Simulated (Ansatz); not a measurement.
# TiAl4Ni3: the cost of one run

Program: Ansatz 0.2.0. Level of theory: DFT PBE, scalar-relativistic, plane waves, PAW. These are calculated values, not measurements.

## (1) Starting point

The structure is tetragonal, space group P4/mmm (No. 123). The conventional cell has a = 5.979 Å, b = 5.979 Å, c = 2.990 Å, α = 90.00°, β = 90.00°, γ = 90.00°. Ti (site symmetry 4/mmm) is surrounded by 8 Al at 2.59 Å. Al (site symmetry m2m) has 2 Ti at 2.59 Å and 6 Ni at 2.59 Å as nearest neighbours. Ni (site symmetry mmm) is surrounded by 8 Al at 2.59 Å. Ni (site symmetry 4/mmm) is surrounded by 8 Al at 2.59 Å.

As a file:

```xyz
8
Lattice="5.9794 0.0000 0.0000 0.0000 5.9794 0.0000 0.0000 0.0000 2.9897" Properties=species:S:1:pos:R:3 pbc="T T T"
Ti    2.9897    2.9897    1.4948
Al    1.4948    4.4845    0.0000
Al    1.4948    1.4948    0.0000
Al    4.4845    4.4845    0.0000
Al    4.4845    1.4948    0.0000
Ni    2.9897    0.0000    1.4948
Ni    0.0000    0.0000    1.4948
Ni    0.0000    2.9897    1.4948
```

The start is an ordering of an alloy on its end members' structure types: elements ordered on the sites of the AlNi type, Ti/Ni on Ni (P4/mmm, No. 123).

## (2) A first look at the guess

Input file input.yaml:

```yaml
crystal:
  lattice:
    - [5.97938784, 0.0, 0.0]
    - [0.0, 5.97938784, 0.0]
    - [0.0, 0.0, 2.98969392]
  atoms:
    - { symbol: Ti, position: [0.5, 0.5, 0.5] }
    - { symbol: Al, position: [0.25, 0.75, 0.0] }
    - { symbol: Al, position: [0.25, 0.25, 0.0] }
    - { symbol: Al, position: [0.75, 0.75, 0.0] }
    - { symbol: Al, position: [0.75, 0.25, 0.0] }
    - { symbol: Ni, position: [0.5, 0.0, 0.5], spin: 2.0 }
    - { symbol: Ni, position: [0.0, 0.0, 0.5], spin: 2.0 }
    - { symbol: Ni, position: [0.0, 0.5, 0.5], spin: 2.0 }
basis:
  ecutwfc: 420
kpoints:
  mp_grid: { grid: [4, 4, 6] }
hamiltonian:
  xc: pbe
scf:
  occupations: { method: gaussian, width: 0.1 }
  lower_state_search: "off"
output:
  forces: true
  stress: true
  eigenvalues: true
  populations: true
magnetization:
  spin_polarized: true
```

Command:

```sh
$ ansatz run input.yaml --threads 1 --pin off --max-ram 2560MiB --backend cpu --events-out ev --progress --plain --runs-dir out
```

Q: Estimate wall time and peak memory on 1 thread of Intel Xeon at 2.50GHz (Skylake/Cascade Lake), shared host.

About 61 s, with a peak of 0.53 GiB.
